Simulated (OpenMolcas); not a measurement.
# Zr²⁺ among point charges: CASSCF levels and susceptibility

Aim: the splitting of the states of Zr²⁺ in the field of 6 point charges, its lowest levels with spin-orbit coupling and its magnetic susceptibility.

The numbers are computed with OpenMolcas 26.06 (state-averaged CASSCF, spin-orbit coupling by RASSI with atomic mean-field integrals), except any that are marked as measured or tabulated.

1 further run of the same task is left out (it didn't finish).

## Step 1: The atom as given

| Item | Value |
| --- | --- |
| Species | Zr²⁺ (zirconium, Z = 40, 38 electrons) |
| Basis | ANO-RCC-VDZP [6s5p3d1f], 43 functions |
| Scalar Hamiltonian | DKH2, point nucleus |
| Inactive shells | 1s 2s 2p 3s 3p 3d 4s 4p |
| Active space | 2 electrons in 5 orbitals (4d) |
| Some configurations of this space | 4d² |
| Orbitals | optimised for each spin and parity, averaged over all roots |

The outer shells:

4d2
```
4d [↑ ][↑ ][  ][  ][  ]
```

The ion sits among 6 point charges of -1.7 e arranged as a trigonal antiprism (D3d), 2.08 Å from the ion. The active orbitals were held to one l.

The work runs as a chain of OpenMolcas steps in one folder; each step below is one input file. Labels, J, g values, rates, χT and fits are worked out afterwards by a script from the matrices that RASSI stores. The input lists half of the charges; inversion (Group=XYZ) makes the rest.

## Step 2: Basis and integrals

The input, a.inp:

```
&GATEWAY
Coord
1

Zr 0.0 0.0 0.0
Basis=ANO-RCC-VDZP
Group=XYZ
NoMove
AngMom=0.0 0.0 0.0
AMFI
XField
3 Angstrom 0
0.000000 1.698313 1.200889 -1.700000
1.470782 -0.849156 1.200889 -1.700000
1.470782 0.849156 -1.200889 -1.700000
&SEWARD
```

The run is started by

```sh
$ OMP_NUM_THREADS=1 MOLCAS_MEM=1689 MOLCAS_PROJECT=a pymolcas a.inp > a.log
```

## Step 3: Reference wave functions, triplets of even parity, 10 roots

The input, a.inp:

```
&RASSCF
FileOrb=start.orb
Symmetry=1
Spin=3
nActEl=2 0 0
Inactive=9 9
Ras2=5 0
CIRoot=10 10 1
SDav=10
CIMx=300
Iter=120 100
PrWF=0.3
OrbListing=Nothing
MaxOrb=0
SupSym
1
15 4 5 6 7 8 10 11 12 13 14 17 18 19 20 21
0
>>> COPY $Project.JobIph JOB001
```

start.orb holds the contracted functions of the basis, ordered by shell, or the orbitals of the step before.

## Step 4: Reference wave functions, singlets of even parity, 15 roots

The input, a.inp:

```
&RASSCF
FileOrb=start.orb
Symmetry=1
Spin=1
nActEl=2 0 0
Inactive=9 9
Ras2=5 0
CIRoot=15 15 1
SDav=15
CIMx=300
Iter=120 100
PrWF=0.3
OrbListing=Nothing
MaxOrb=0
SupSym
1
15 4 5 6 7 8 10 11 12 13 14 17 18 19 20 21
0
>>> COPY $Project.JobIph JOB002
```

## Step 5: State interaction with spin-orbit coupling

The input, a.inp:

```
&RASSI
NrOfJobIphs=2 10 15
1 2 3 4 5 6 7 8 9 10
1 2 3 4 5 6 7 8 9 10 11 12 13 14 15
IphNames
JOB001
JOB002
EJob
SpinOrbit
DIPRint=1.0
SOCoupling=1000.0
Subsets=2
Property=9
'ANGMOM' 1 'ANGMOM' 2 'ANGMOM' 3 'MLTPL  1' 1 'MLTPL  1' 2 'MLTPL  1' 3
'AMFI' 1 'AMFI' 2 'AMFI' 3
SOProperty=3
'ANGMOM' 1 'ANGMOM' 2 'ANGMOM' 3
```

Before running it: what results should come out? Wanted: spin-free ground state; first state of the same spin within the active space; lowest level; next level.

The runs gave:

```
                                            quantity                                value
                                              method                               CASSCF
                              spin-free ground state  triplet, 3-fold in its orbital part
first state of the same spin within the active space                triplet at 24000 cm⁻¹
                                        lowest level       2-fold E, g = 0.00, 0.00, 0.00
                                          next level                             5.4 cm⁻¹
                                         χT at 300 K                       0.82 cm³ K/mol
                           effective moment at 300 K                              2.56 μB
```

**Reading.** The spin-free ground state (triplet) comes to 87 % from free-ion F terms and keeps the highest spin of the shell. χT at 300 K is 0.82, against 1.00 cm³ K/mol for the spin alone, so spin-orbit coupling lowers it. The field of point charges can differ much from that of real complexes. Point charges carry no covalency, so the field is a model and not that of real ligands.
